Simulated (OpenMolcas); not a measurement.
# Si2H4F2 (SMILES F[SiH](F)[SiH3]): levels of theory compared

Aim: a comparison of 6 runs (HF/3-21G, HF/cc-pVDZ, BHLYP/cc-pVDZ, PBE0/cc-pVDZ, revPBE/cc-pVDZ, MP2/cc-pVDZ) of Si2H4F2. 

The results are computed with OpenMolcas 26.06.

1 further run of the same task is left out (set aside as unsound or not needed).

## 1. The system as given

Si2H4F2: 8 atoms, total charge 0, spin state singlet. As SMILES, `F[SiH](F)[SiH3]`. Geometry: relaxed at PBE0-D4/def2-TZVP.

Bond lengths: F1–Si2 1.593 Å, Si2–F3 1.593 Å, Si2–Si4 2.342 Å, Si2–H5 1.482 Å, Si4–H6 1.486 Å, Si4–H7 1.486 Å, Si4–H8 1.485 Å. Some angles: F1–Si2–F3 107.0°, F1–Si2–Si4 109.5°, F3–Si2–Si4 109.5°, F1–Si2–H5 107.3°, F3–Si2–H5 107.3°, Si4–Si2–H5 115.9°, Si2–Si4–H6 109.0°, Si2–Si4–H7 109.1°, Si2–Si4–H8 110.0°, H6–Si4–H7 109.2°.

## 2. Energy and forces at HF/3-21G (run 1)

File job.input:

```
* F2H4Si2 Hartree-Fock
&gateway
baslib
$CurrDir
coord
8
angstrom
F        0.971900      -1.046400       1.729500
Si       1.061800      -0.320500       0.314000
F        1.618700      -1.392500      -0.725000
Si      -1.075200       0.372800      -0.346900
H        2.081000       0.748800       0.431800
H       -1.595200       1.352300       0.642900
H       -0.983200       1.025300      -1.679300
H       -1.987700      -0.796800      -0.422700
basis
3-21G
group
NoSym
&seward
&scf
thresholds
1e-10 1e-07 1e-07 1e-05
prorbitals
0
&alaska
```

The basis set 3-21G is read from a file made from the Basis Set Exchange's data (not shown).

The run is started by

```bash
export MOLCAS_MEM=1860
pymolcas job.input > job.log
```

What it wrote:

```text
--- Start Module: gateway ---
[...]
--- Stop Module: gateway /rc=_RC_ALL_IS_WELL_ ---
[...]
      Basis functions           52
[...]
--- Start Module: scf ---
[...]
       Convergence after  11 Iterations
[...]
::    Total SCF energy                               -775.0200824294
[...]
      Total spin, S                                     0.0000000000
[...]
      Total electronic charge=   50.000000
      Total            charge=   -0.000000
[...]
      Dipole Moment (debye):
      Origin of the operator (angstrom)=    0.4729   -0.4340    0.1748
                   X= -8.6969E-01               Y=  2.0325E+00               Z= -5.1559E-01           Total=  2.2701E+00
      Quadrupole Moment (debye*angstrom):
[...]
--- Stop Module: scf /rc=_RC_ALL_IS_WELL_ ---
[...]
--- Start Module: alaska ---
[...]
 *              Molecular gradients               *
 **************************************************
  Irreducible representation: a
 ------------------------------------------------------------------------------------------
                              X                       Y                       Z
 ------------------------------------------------------------------------------------------
  F1                1.31459910472781E-03    1.57094458947817E-02   -2.39228222832146E-02
  SI2               4.25009711126645E-03   -3.79922447302317E-02    6.52360751290315E-03
  F3               -9.33740029743646E-03    2.13818543874353E-02    1.65337903203486E-02
  SI4               1.06440719657286E-03   -1.35920644525100E-03    4.69536956472005E-04
  H5                4.78773237354169E-03    1.47370893486221E-03    1.05370891063755E-03
  H6               -8.17749279888202E-04    5.65581316781305E-04    2.67200353478714E-04
  H7               -5.48019921164634E-04    4.19847400471518E-04   -7.64264810615423E-04
  H8               -7.13666287631920E-04   -1.98986758777941E-04   -1.60756960085717E-04
[...]
--- Stop Module: alaska /rc=_RC_ALL_IS_WELL_ ---
[...]
```

Wall time 4.2 s (1 thread of Intel Xeon Platinum 8259CL at 2.50GHz (Skylake/Cascade Lake), shared host); peak memory 0.38 GiB.

## 3. Energy and gradient at HF/cc-pVDZ (run 2)

File input.xyz:

```xyz
8

F      0.971900    -1.046400     1.729500
Si     1.061800    -0.320500     0.314000
F      1.618700    -1.392500    -0.725000
Si    -1.075200     0.372800    -0.346900
H      2.081000     0.748800     0.431800
H     -1.595200     1.352300     0.642900
H     -0.983200     1.025300    -1.679300
H     -1.987700    -0.796800    -0.422700
```

File mol.inp:

```
>>> EXPORT MOLCAS_PRINT=2
&GATEWAY
BasLib
$CurrDir
Coord
input.xyz
Basis
cc-pVDZ
Group
NoSym
&SEWARD
&SCF
Thresholds
1e-10 1e-07 1e-07 1e-05
PrOrbitals
1
&ALASKA
```

The basis set cc-pVDZ is read from a file made from the Basis Set Exchange's data (not shown).

The run is started by

```bash
export MOLCAS_MEM=1860
pymolcas mol.inp > mol.log
```

What it wrote:

```text
--- Start Module: gateway ---
[...]
--- Stop Module: gateway /rc=_RC_ALL_IS_WELL_ ---
[...]
      Basis functions           84
[...]
--- Start Module: scf ---
[...]
       Convergence after  12 Iterations
[...]
::    Total SCF energy                               -779.1807895175
[...]
      Total spin, S                                     0.0000000000
[...]
      Total electronic charge=   50.000000
      Total            charge=   -0.000000
[...]
      Dipole Moment (debye):
      Origin of the operator (angstrom)=    0.4729   -0.4340    0.1748
                   X= -8.6331E-01               Y=  1.7767E+00               Z= -4.7779E-01           Total=  2.0323E+00
      Quadrupole Moment (debye*angstrom):
[...]
--- Stop Module: scf /rc=_RC_ALL_IS_WELL_ ---
[...]
--- Start Module: alaska ---
[...]
 *              Molecular gradients               *
 **************************************************
  Irreducible representation: a
 ------------------------------------------------------------------------------------------
                              X                       Y                       Z
 ------------------------------------------------------------------------------------------
  F1                1.12977669946668E-03    1.26981436502565E-02   -2.32501516760131E-02
  SI2               2.71195771481736E-03   -3.12269475919020E-02    5.15787034685807E-03
  F3               -9.38123232023358E-03    1.82986643877587E-02    1.66663812568704E-02
  SI4               4.30914574472752E-03   -1.47951230942578E-03    1.34167723681244E-03
  H5                1.44069615361975E-03    1.67728891124064E-03    1.43233515248531E-04
  H6                1.94177239372095E-05   -5.23160836154446E-05   -1.53755702103631E-04
  H7               -6.32812341611194E-05   -9.59929841748419E-06    1.52479704999209E-04
  H8               -1.66480482114650E-04    9.42783342270381E-05   -5.77346826372560E-05
[...]
--- Stop Module: alaska /rc=_RC_ALL_IS_WELL_ ---
[...]
```

Wall time 12 s (1 thread of Intel Xeon Platinum 8259CL at 2.50GHz (Skylake/Cascade Lake), shared host); peak memory 0.47 GiB.

## 4. Energy and gradient at BHLYP/cc-pVDZ (run 3)

File struct.xyz:

```xyz
8

F      0.971900    -1.046400     1.729500
Si     1.061800    -0.320500     0.314000
F      1.618700    -1.392500    -0.725000
Si    -1.075200     0.372800    -0.346900
H      2.081000     0.748800     0.431800
H     -1.595200     1.352300     0.642900
H     -0.983200     1.025300    -1.679300
H     -1.987700    -0.796800    -0.422700
```

File job.inp:

```
* F2H4Si2 Kohn-Sham DFT

&GATEWAY
  BasLib=$CurrDir
  Coord=struct.xyz
  Basis=cc-pVDZ
  Group=NoSym

&SEWARD
  GridInput
  Grid=UltraFine
  End of Grid

&SCF
  KSDFT=HYB_GGA_XC_BHANDHLYP
  Thresholds=1e-10 1e-07 1e-07 1e-05
  PrOrbitals=1

&ALASKA
```

The basis set cc-pVDZ is read from a file made from the Basis Set Exchange's data (not shown).

The run is started by

```bash
export MOLCAS_MEM=1860
pymolcas job.inp > job.log
```

What it wrote:

```text
--- Start Module: gateway ---
[...]
--- Stop Module: gateway /rc=_RC_ALL_IS_WELL_ ---
[...]
      Basis functions           84
[...]
--- Start Module: scf ---
[...]
       Convergence after  12 Iterations
[...]
::    Total KS-DFT energy                            -781.1034625928
[...]
      Total spin, S                                     0.0000000000
[...]
      Total electronic charge=   50.000000
      Total            charge=   -0.000000
[...]
      Dipole Moment (debye):
      Origin of the operator (angstrom)=    0.4729   -0.4340    0.1748
                   X= -8.1155E-01               Y=  1.6074E+00               Z= -4.4029E-01           Total=  1.8537E+00
      Quadrupole Moment (debye*angstrom):
[...]
--- Stop Module: scf /rc=_RC_ALL_IS_WELL_ ---
[...]
--- Start Module: alaska ---
[...]
 *              Molecular gradients               *
 **************************************************
  Irreducible representation: a
 ------------------------------------------------------------------------------------------
                              X                       Y                       Z
 ------------------------------------------------------------------------------------------
  F1                1.54698181767982E-03    1.32714285514233E-02   -2.51856461896978E-02
  SI2               7.41403272400554E-03   -3.35151501339421E-02    6.71924873146471E-03
  F3               -9.91456714979044E-03    1.93808094764876E-02    1.83381806780059E-02
  SI4               6.44680550538013E-04   -1.75193307855537E-04    1.92174562036129E-04
  H5                6.14275338662651E-04    8.84351845067854E-04    3.71635309247553E-05
  H6               -6.97847412662878E-05    2.19042721053775E-04    1.59908070284320E-04
  H7                2.93301715347388E-05    1.64677757339859E-04   -2.23011434562714E-04
  H8               -2.64948711392599E-04   -2.29966909587542E-04   -3.80179483245868E-05
[...]
--- Stop Module: alaska /rc=_RC_ALL_IS_WELL_ ---
[...]
```

Run time: 38 s. Hardware: 1 thread of Intel Xeon Platinum 8259CL at 2.50GHz (Skylake/Cascade Lake), shared host; peak memory 0.47 GiB.

Runs 4 to 5 aren't shown in full; the table further down has their settings and results.

## 5. The energy at MP2/cc-pVDZ (run 6)

File job.inp:

```
>>> EXPORT MOLCAS_PRINT=2

&GATEWAY
  BasLib
  $CurrDir
  Coord
  8
  angstrom
  F        0.971900      -1.046400       1.729500
  Si       1.061800      -0.320500       0.314000
  F        1.618700      -1.392500      -0.725000
  Si      -1.075200       0.372800      -0.346900
  H        2.081000       0.748800       0.431800
  H       -1.595200       1.352300       0.642900
  H       -0.983200       1.025300      -1.679300
  H       -1.987700      -0.796800      -0.422700
  Basis
  cc-pVDZ
  Group
  NoSym

&SEWARD

&SCF
  Thresholds
  1e-10 1e-07 1e-07 1e-05
  PrOrbitals
  0

&MBPT2
  Frozen
  12
```

The basis set cc-pVDZ is read from a file made from the Basis Set Exchange's data (not shown).

The run is started by

```bash
export MOLCAS_MEM=1860
pymolcas job.inp > job.log
```

What it wrote:

```text
--- Start Module: gateway ---
[...]
--- Stop Module: gateway /rc=_RC_ALL_IS_WELL_ ---
[...]
      Basis functions           84
[...]
--- Start Module: scf ---
[...]
       Convergence after  12 Iterations
[...]
::    Total SCF energy                               -779.1807895175
[...]
      Total spin, S                                     0.0000000000
[...]
      Total electronic charge=   50.000000
      Total            charge=   -0.000000
[...]
      Dipole Moment (debye):
      Origin of the operator (angstrom)=    0.4729   -0.4340    0.1748
                   X= -8.6331E-01               Y=  1.7767E+00               Z= -4.7779E-01           Total=  2.0323E+00
      Quadrupole Moment (debye*angstrom):
[...]
--- Stop Module: scf /rc=_RC_ALL_IS_WELL_ ---
[...]
--- Start Module: mbpt2 ---
[...]
WARNING!
Default frozen orbitals as non valence orbitals is overwritten by user input.
Default values:   6
[...]
       Reference weight ( Cref**2 )         =        0.86353
::    Total MBPT2 energy                             -779.7500752258
[...]
      Total MBPT2 calculations                           0.30      0.34
--- Stop Module: mbpt2 /rc=_RC_ALL_IS_WELL_ ---
[...]
```

Wall time 7.8 s (1 thread of Intel Xeon Platinum 8259CL at 2.50GHz (Skylake/Cascade Lake), shared host); peak memory 0.46 GiB.

## 6. Overview of the runs

```tsv
run	level	integration grid	task	energy (Eh)	dipole moment (D) of the reference	HOMO energy (eV)	LUMO energy (eV)	wall time
1	HF/3-21G	–	gradient	-775.020082	2.27	-11.60	3.37	4.2 s
2	HF/cc-pVDZ	–	gradient	-779.180790	2.03	-11.60	3.16	12 s
3	BHLYP/cc-pVDZ	UltraFine	gradient	-781.103463	1.85	-9.72	0.86	38 s
4	PBE0/cc-pVDZ	UltraFine	gradient	-780.735932	1.68	-8.52	-0.10	47 s
5	revPBE/cc-pVDZ	UltraFine	gradient	-780.975130	1.43	-7.16	-0.84	46 s
6	MP2/cc-pVDZ	–	energy	-779.750075	2.03	-11.60	3.16	7.8 s
```

## 7. Summary of results

| quantity | value |
| --- | --- |
| run 6: total energy | -779.75008 Eh |
| run 6: dipole moment (mean-field density) | 2.03 D |
| run 6: HOMO energy (Hartree–Fock orbitals) | -11.60 eV |
| run 6: LUMO energy (Hartree–Fock orbitals) | 3.16 eV |
| run 6: HOMO–LUMO gap (Hartree–Fock orbitals) | 14.76 eV |
| run 6: correlation energy (12 core orbitals frozen) | -569.3 mEh |

Over runs 1, 2, 3, 4, 5 the dipole moment (its size) runs from 1.43 D (revPBE/cc-pVDZ) to 2.27 D (HF/3-21G). The two ends differ in method and basis. Over runs 1, 2, 3, 4, 5 the HOMO–LUMO gap runs from 6.32 eV (revPBE/cc-pVDZ) to 14.96 eV (HF/3-21G). Totals of different functionals can't be ranked against each other. All runs together took 2.6 min, the longest 47 s.
